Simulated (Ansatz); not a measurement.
Set up this calculation in Ansatz 0.2.0, as the native input.

```yaml
Task: projected density of states
Functional: LDA
Potentials_or_basis: Ansatz PAW
Cutoff: "420 eV (not typed: the program's choice for these potentials)"
k_mesh: 9 × 9 × 2
Occupations: fermi-dirac, width 0.05 eV
Spin: collinear spin, ferromagnetic start
Starting_moments: "[0.0, 0.0, 0.0, 0.0, 4.0] μB"
Hubbard_terms: Mn d U = 6 eV
Hubbard_projectors: ortho-atomic (the default)
Double_counting: fll (the default)
```

Crystal: MnSb4.

```xyz
5
Lattice="3.0805 0.0000 0.0000 0.0000 3.0805 0.0000 0.0000 0.0000 14.9942" Properties=species:S:1:pos:R:3 pbc="T T T"
Sb    0.0000    0.0000   12.2905
Sb    0.0000    0.0000    9.0048
Sb    0.0000    0.0000    5.9894
Sb    0.0000    0.0000    2.7037
Mn    0.0000    0.0000    0.0000
```

The cell comes from a database or a generator and needn't be the stable form of this composition.

The input as run:

input.yaml

```yaml
crystal:
  lattice:
    - [3.0805, 0.0, 0.0]
    - [0.0, 3.0805, 0.0]
    - [0.0, 0.0, 14.994203]
  atoms:
    - { symbol: Sb, position: [0.0, 0.0, 0.819682] }
    - { symbol: Sb, position: [0.0, 0.0, 0.600551] }
    - { symbol: Sb, position: [0.0, 0.0, 0.399449] }
    - { symbol: Sb, position: [0.0, 0.0, 0.180318] }
    - { symbol: Mn, position: [0.0, 0.0, 0.0], spin: 4.0 }
hamiltonian:
  xc: lda
  pseudopotentials: { kind: paw }
  hubbard: { sites: [{ species: Mn, l: d, u_eff: 6.0 }] }
magnetization:
  spin_polarized: true
kpoints:
  mp_grid: { grid: [9, 9, 2] }
scf:
  occupations: { method: fermi_dirac, width: 0.05 }
  n_extra_bands: 12
output:
  forces: true
  stress: true
  eigenvalues: true
  dos: { projected: true, de: 0.05, nscf_kmesh: { grid: [14, 14, 3] } }
  write_density: true
  write_potential: true
  elf: true
  volumetric_format: npy
```

Potentials or basis: Ansatz PAW.

Launch:

```sh
$ ansatz run input.yaml --threads 2 --pin off --max-ram 5632MiB --backend cpu --events-out ev --progress --plain --runs-dir out
```

It gave:

The pressure is -1.6 GPa. The largest force is 0.628 eV/Å. The band gap on the k mesh is none (metal or under the smearing width) and the net moment is 4.89 μB per cell. The absolute moment is 5.03 μB per cell. The site moments are Sb -0.01, +0.01; Mn +4.50 μB and the density of states at the Fermi level is 2.45 states/eV per cell.

Caveat: the magnetic or orbital state may not be the lowest; a cell with one magnetic atom can't hold antiferromagnetic order, which such compounds often take; the PAW data sets come from PBE, with cores solved anew for the run's functional, which leaves a small shift of forces and pressure; the U is typed as a test and isn't derived for this compound; the density of states is complete only up to the lowest level of the last band computed.

It took 41 s on 2 threads of AMD EPYC 7R43 64-Core Processor (Zen 3) (shared host), peak memory 0.93 GiB.
